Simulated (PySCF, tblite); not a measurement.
# CH₈B₃N₃O, a small molecule taken as a stand-in for a surface group (BN ring, B site): NMR shifts, core binding energies and electronic excitations, part 2 of 2

tblite 0.8.0 and PySCF 2.14.0. Atoms count from 0, parts from 1. Earlier steps stand in the parts before.

### Step 5. Core-electron binding energies: SCAN, X2C

What the job is given:

```
{"job": {"kind": "xps", "holes": 5}, "charge": 0, "multiplicity": 1}
N     -0.524671    -0.233240     0.713143
B     -0.079033    -1.530194     1.103544
N      0.970022    -2.129847     0.346859
B      1.576508    -1.477987    -0.772854
N      1.097783    -0.186837    -1.119783
B      0.046471     0.470223    -0.400843
O     -0.350339     1.715716    -0.810285
C     -1.367975     2.414648    -0.158604
H     -1.267660     0.192302     1.250033
H     -0.577808    -2.100444     2.047712
H      1.295887    -3.049572     0.610668
H      2.465145    -2.008980    -1.399681
H      1.504118     0.302465    -1.906769
H     -2.331070     1.872851    -0.188799
H     -1.120194     2.621423     0.898913
H     -1.510936     3.380755    -0.664198
```

Level: delta-SCF UKS SCAN, pcX-2 on the ionised atom, pcseg-1 elsewhere, spin-free X2C.

Standard output:

```text
ground state, core basis on atom 0 (N), 183 functions
  cycle   1  E = -357.06722874  |g| = 8.22e-01
  cycle   2  E = -356.85619379  |g| = 1.29e+00
  cycle   3  E = -357.20663901  |g| = 1.22e-01
  cycle   4  E = -357.20927468  |g| = 6.09e-02
  cycle   5  E = -357.21001269  |g| = 1.71e-02
  cycle   6  E = -357.21007305  |g| = 5.27e-03
  cycle   7  E = -357.21007995  |g| = 1.44e-03
  cycle   8  E = -357.21008031  |g| = 8.96e-04
  cycle   9  E = -357.21007983  |g| = 1.89e-04
  E(ground) = -357.23122133 Eh
hole in N 1s of atom 0
  cycle   1  E = -341.63864918  |g| = 1.87e+00
  cycle   2  E = -340.98081586  |g| = 2.08e+00
  cycle   3  E = -342.26122271  |g| = 4.62e-01
  cycle   4  E = -342.29498040  |g| = 3.42e-01
  cycle   5  E = -342.34353067  |g| = 5.56e-02
  cycle   6  E = -342.34423570  |g| = 3.38e-02
  cycle   7  E = -342.34473107  |g| = 6.80e-03
  cycle   8  E = -342.34474856  |g| = 3.84e-03
  cycle   9  E = -342.34475533  |g| = 1.23e-03
  cycle  10  E = -342.34475540  |g| = 7.54e-04
  cycle  11  E = -342.34475665  |g| = 1.88e-04
  E(ion) = -342.36397548 Eh   <S^2> = 0.7646   hole on atom = 1.000   binding energy = 404.558 eV
ground state, core basis on atom 1 (B), 183 functions
  cycle   1  E = -357.19244496  |g| = 5.02e-02
  cycle   2  E = -357.19239430  |g| = 2.86e-02
  cycle   3  E = -357.19254451  |g| = 1.52e-02
  cycle   4  E = -357.19260382  |g| = 2.62e-03
  cycle   5  E = -357.19260458  |g| = 5.47e-04
  cycle   6  E = -357.19260548  |g| = 1.68e-04
  E(ground) = -357.21666008 Eh
hole in B 1s of atom 1
  cycle   1  E = -349.59185424  |g| = 1.17e+00
  cycle   2  E = -347.54333138  |g| = 2.00e+00
  cycle   3  E = -349.72786803  |g| = 7.51e-01
  cycle   4  E = -349.96419497  |g| = 2.79e-01
  cycle   5  E = -349.99126487  |g| = 1.50e-01
  cycle   6  E = -350.00063568  |g| = 4.99e-02
  cycle   7  E = -350.00174201  |g| = 2.38e-02
  cycle   8  E = -350.00202812  |g| = 1.18e-02
  cycle   9  E = -350.00213702  |g| = 6.34e-03
  cycle  10  E = -350.00218209  |g| = 4.58e-03
  cycle  11  E = -350.00220189  |g| = 2.58e-03
  cycle  12  E = -350.00220772  |g| = 1.19e-03
  cycle  13  E = -350.00220847  |g| = 3.57e-04
  E(ion) = -350.02593023 Eh   <S^2> = 0.8071   hole on atom = 1.000   binding energy = 195.670 eV
ground state, core basis on atom 4 (N), 183 functions
  cycle   1  E = -357.20991392  |g| = 7.18e-02
  cycle   2  E = -357.20990199  |g| = 1.35e-02
  cycle   3  E = -357.20984781  |g| = 2.09e-02
  cycle   4  E = -357.20993900  |g| = 2.11e-03
  cycle   5  E = -357.20994019  |g| = 1.86e-04
  E(ground) = -357.23117509 Eh
hole in N 1s of atom 4
  cycle   1  E = -341.64554002  |g| = 1.87e+00
  cycle   2  E = -341.04839407  |g| = 2.04e+00
  cycle   3  E = -342.28049973  |g| = 4.28e-01
  cycle   4  E = -342.31109826  |g| = 3.01e-01
  cycle   5  E = -342.35023944  |g| = 5.07e-02
  cycle   6  E = -342.35088758  |g| = 3.00e-02
  cycle   7  E = -342.35126803  |g| = 6.83e-03
  cycle   8  E = -342.35128457  |g| = 3.75e-03
  cycle   9  E = -342.35129071  |g| = 1.32e-03
  cycle  10  E = -342.35129213  |g| = 6.96e-04
  cycle  11  E = -342.35129155  |g| = 1.93e-04
  E(ion) = -342.37090725 Eh   <S^2> = 0.7645   hole on atom = 1.000   binding energy = 404.368 eV
ground state, core basis on atom 5 (B), 183 functions
  cycle   1  E = -357.19554211  |g| = 5.38e-02
  cycle   2  E = -357.19545668  |g| = 3.81e-02
  cycle   3  E = -357.19572928  |g| = 1.55e-02
  cycle   4  E = -357.19577495  |g| = 6.03e-03
  cycle   5  E = -357.19578120  |g| = 6.49e-04
  cycle   6  E = -357.19578325  |g| = 2.03e-04
  E(ground) = -357.21958080 Eh
hole in B 1s of atom 5
  cycle   1  E = -349.56805430  |g| = 1.19e+00
  cycle   2  E = -348.19062841  |g| = 1.93e+00
  cycle   3  E = -349.81543594  |g| = 5.44e-01
  cycle   4  E = -349.91928095  |g| = 3.40e-01
  cycle   5  E = -349.96739013  |g| = 1.11e-01
  cycle   6  E = -349.97130710  |g| = 5.14e-02
  cycle   7  E = -349.97237196  |g| = 1.44e-02
  cycle   8  E = -349.97247969  |g| = 6.00e-03
  cycle   9  E = -349.97250580  |g| = 2.83e-03
  cycle  10  E = -349.97251492  |g| = 1.79e-03
  cycle  11  E = -349.97251979  |g| = 7.15e-04
  cycle  12  E = -349.97251885  |g| = 5.78e-04
  cycle  13  E = -349.97251974  |g| = 1.31e-04
  E(ion) = -349.99650806 Eh   <S^2> = 0.7817   hole on atom = 1.000   binding energy = 196.550 eV
ground state, core basis on atom 6 (O), 183 functions
  cycle   1  E = -357.22736063  |g| = 9.95e-02
  cycle   2  E = -357.22664181  |g| = 7.67e-02
  cycle   3  E = -357.22707644  |g| = 5.80e-02
  cycle   4  E = -357.22764452  |g| = 4.45e-03
  cycle   5  E = -357.22764623  |g| = 9.29e-04
  cycle   6  E = -357.22764813  |g| = 2.44e-04
  E(ground) = -357.24790896 Eh
hole in O 1s of atom 6
  cycle   1  E = -336.62110062  |g| = 2.23e+00
  cycle   2  E = -335.25618637  |g| = 2.48e+00
  cycle   3  E = -337.11809832  |g| = 8.12e-01
  cycle   4  E = -337.37802343  |g| = 3.85e-01
  cycle   5  E = -337.43526438  |g| = 1.42e-01
  cycle   6  E = -337.44355807  |g| = 4.79e-02
  cycle   7  E = -337.44452163  |g| = 1.23e-02
  cycle   8  E = -337.44458102  |g| = 6.45e-03
  cycle   9  E = -337.44460186  |g| = 1.43e-03
  cycle  10  E = -337.44460363  |g| = 8.06e-04
  cycle  11  E = -337.44460307  |g| = 3.91e-04
  E(ion) = -337.46514298 Eh   <S^2> = 0.7610   hole on atom = 1.000   binding energy = 538.316 eV
```

Wall time 51 s (1 thread of AMD EPYC 7R43, shared host); peak memory 0.74 GiB.

The holes in one table. −ε is the ground-state orbital energy:

```csv
hole,stands for,environment,ΔSCF (eV),−ε (eV),⟨S²⟩
N1s on N0,N0,"nitrogen bonded to 2 B, H",404.56,385.6,0.765
B1s on B1,B1,"boron bonded to 2 N, H",195.67,179.9,0.807
N1s on N4,N4,"nitrogen bonded to 2 B, H",404.37,385.4,0.764
B1s on B5,B5,"boron bonded to 2 N, O",196.55,180.6,0.782
O1s on O6,O6,"oxygen bonded to C, B",538.32,516.7,0.761
```

### Step 6. Ultraviolet spectrum: CAM-B3LYP/def2-SVPD

The job, as its differences from that of step 5:

```diff
@@ -1,2 +1,2 @@
-{"job": {"kind": "xps", "holes": 5}, "charge": 0, "multiplicity": 1}
+{"job": {"kind": "uv", "xc": "CAM-B3LYP", "basis": "def2-SVPD", "nstates": 6, "ntriplets": 2, "ip": true}, "charge": 0, "multiplicity": 1}
 N     -0.524671    -0.233240     0.713143
```

With the program's defaults for keys left out, this is: TDDFT CAM-B3LYP/def2-SVPD, vertical, gas phase, core orbitals frozen in the response.

Standard output:

```text
coarse grid: 13576 points
cycle   1  E = -356.6701051109  dE =  1.292e+00  |g| = 7.525e-01  |ddm| = 9.954e+00
cycle   2  E = -356.6480811905  dE =  2.202e-02  |g| = 8.728e-01  |ddm| = 2.461e+00
cycle   3  E = -356.7911159802  dE = -1.430e-01  |g| = 6.982e-02  |ddm| = 1.504e+00
cycle   4  E = -356.7916932446  dE = -5.773e-04  |g| = 4.851e-02  |ddm| = 2.229e-01
cycle   5  E = -356.7921621084  dE = -4.689e-04  |g| = 7.323e-03  |ddm| = 1.144e-01
cycle   6  E = -356.7921732862  dE = -1.118e-05  |g| = 1.535e-03  |ddm| = 1.833e-02
cycle   7  E = -356.7921739318  dE = -6.455e-07  |g| = 3.639e-04  |ddm| = 8.205e-03
final grid: 131992 points
cycle   8  E = -356.8505253412  dE = -4.197e-05  |g| = 6.124e-03  |ddm| = 2.744e-01
cycle   9  E = -356.8505242444  dE =  1.097e-06  |g| = 6.787e-03  |ddm| = 2.961e-02
cycle  10  E = -356.8505334871  dE = -9.243e-06  |g| = 4.394e-04  |ddm| = 1.225e-02
cycle  11  E = -356.8505335203  dE = -3.323e-08  |g| = 2.578e-04  |ddm| = 1.433e-03
cycle  12  E = -356.8505335338  dE = -1.342e-08  |g| = 6.317e-05  |ddm| = 6.457e-04
cycle  13  E = -356.8505335346  dE = -8.266e-10  |g| = 1.247e-05  |ddm| = 1.378e-04
converged SCF energy = -356.8505335346

Static polarisability (au): isotropic 76.731, principal 54.965 80.625 94.601

Singlet excitations
state   eV       nm        f      main configurations
  1   6.9374    178.7   0.03546   H->L+2 0.77, H-1->L+5 0.12
  2   7.0574    175.7   0.00641   H->L 0.86
  3   7.4436    166.6   0.00021   H-1->L 0.74, H->L+3 0.17
  4   7.6275    162.5   0.03302   H->L+1 0.71, H-3->L 0.12
  5   7.9467    156.0   0.08631   H-1->L+2 0.78, H->L+5 0.10
  6   8.0113    154.8   0.01770   H-2->L+2 0.56, H->L+3 0.12, H-4->L+2 0.12

Triplet excitations (Tamm-Dancoff, eV): 6.3808 6.6504
Vertical ionisation energy (delta-SCF) = 9.6696 eV
```

It took 2.4 min on 1 thread of AMD EPYC 7R43, shared host; peak memory 1.2 GiB.

The orbitals next to the gap, with their largest atomic shares:

```csv
orbital,eV,atoms
HOMO−3,-10.44,"O6 35 %, N2 21 %, C7 12 %"
HOMO−2,-10.28,"O6 22 %, B1 13 %, H9 11 %"
HOMO−1,-9.53,"N0 41 %, N4 26 %, B3 8 %"
HOMO,-8.95,"N2 28 %, N4 22 %, O6 18 %"
LUMO,0.86,"B5 28 %, B1 20 %, C7 10 %"
LUMO+1,1.42,"B3 29 %, H10 13 %, B1 13 %"
LUMO+2,1.44,"B1 30 %, B3 24 %, N2 13 %"
```

With each of the 6 states as a Gaussian band of 0.4 eV half-width at 1/e, the curve within the window shown has maxima at 177 nm (ε 1,800), 157 nm (ε 5,000) L/(mol cm). Beyond the last state computed it falls off for lack of states. The curve at chosen wavelengths:

(nm, ε (L/mol/cm)): (149, 2003), (151, 3073), (153, 4080), (155, 4761), (156, 4923), (158, 4873), (160, 4411), (162, 3723), (164, 3001), (166, 2394), (167, 2160), (169, 1849), (171, 1724), (173, 1724), (175, 1769), (177, 1786), (178, 1768), (180, 1667), (182, 1485), (184, 1246), (186, 987), (188, 739), (189, 627), (191, 434), (193, 287), (195, 181)

Further results of this job:

```csv
property,computed
dipole moment (D),1.42
polarisability (Å³),11.37
HOMO–LUMO gap (eV),9.82
−ε(HOMO) (eV),8.95
```

### Step 7. Results

The summary covers parts 1 to 2.

| quantity | value |
| --- | --- |
| point group | Cs |
| rotational constants (main isotopes) | 4.73, 1.47, 1.13 GHz |
| ¹³C shifts against TMS (PBE0/pcSseg-1) | 51.0 ppm |
| ¹H shifts against TMS (PBE0/pcSseg-1, means over atoms taken as alike) | 5.20, 4.72, 4.68, 4.64, 4.50, 3.80, 3.50 ppm |
| ¹⁵N shifts against NH3 (PBE0/pcSseg-1) | 139.1, 124.3, 116.7 ppm |
| ¹¹B shifts against BF3·OEt2 (PBE0/pcSseg-1) | 28.5, 28.4, 22.2 ppm |
| ¹⁷O shifts against H2O (PBE0/pcSseg-1) | 65.8 ppm |
| surface potential, 1st and 99th percentile | -1.15 V and 1.55 V |
| N1s binding energies, SCAN/pcX-2 (standing for 2 of 3 atoms) | N0 404.56, N4 404.37 eV |
| B1s binding energies, SCAN/pcX-2 (standing for 2 of 3 atoms) | B5 196.55, B1 195.67 eV |
| O1s binding energies, SCAN/pcX-2 | O6 538.32 eV |
| lowest singlet (CAM-B3LYP/def2-SVPD) | 6.94 eV (179 nm), f = 0.035 |
| brightest single state of those computed | state 5, 7.95 eV, f = 0.086 |
| lowest triplet | 6.38 eV |
| vertical ionisation energy (ΔSCF) | 9.67 eV |

In words: Over 5 steps the energy fell by 0.179 eV; of the close pairs, B3–H11 changed most, 1.149 to 1.210 Å (PBE0/def2-SVP). No frequency check was run at this level, so the end point may be a saddle. At PBE0/pcSseg-1: Shielding is most anisotropic at N2 (span 245 ppm, paramagnetic term -197 ppm). The N1s levels kept as sound span 0.19 eV, from N4 (nitrogen bonded to 2 B, H) up to N0 (nitrogen bonded to 2 B, H). Only 2 of the 3 N atoms are covered by sound results. The B1s levels kept as sound span 0.88 eV, from B1 (boron bonded to 2 N, H) up to B5 (boron bonded to 2 N, O). Only 2 of the 3 B atoms are covered by sound results. The first singlet state (HOMO→LUMO+2 0.77, HOMO−1→LUMO+5 0.12) lies at 6.94 eV and is weak; of the 6 states computed, the strongest absorption comes from state 5 at 7.95 eV. The lowest triplet lies 0.56 eV below the lowest singlet (triplets in Tamm-Dancoff, singlets in full TDDFT). The orbital energy would give 8.95 eV for ionisation, ΔSCF gives 9.67 eV. A capped cluster stands for the solid here, so long-range fields and strain are missing, and bands or shifts of the capping hydrogens have no counterpart in it.
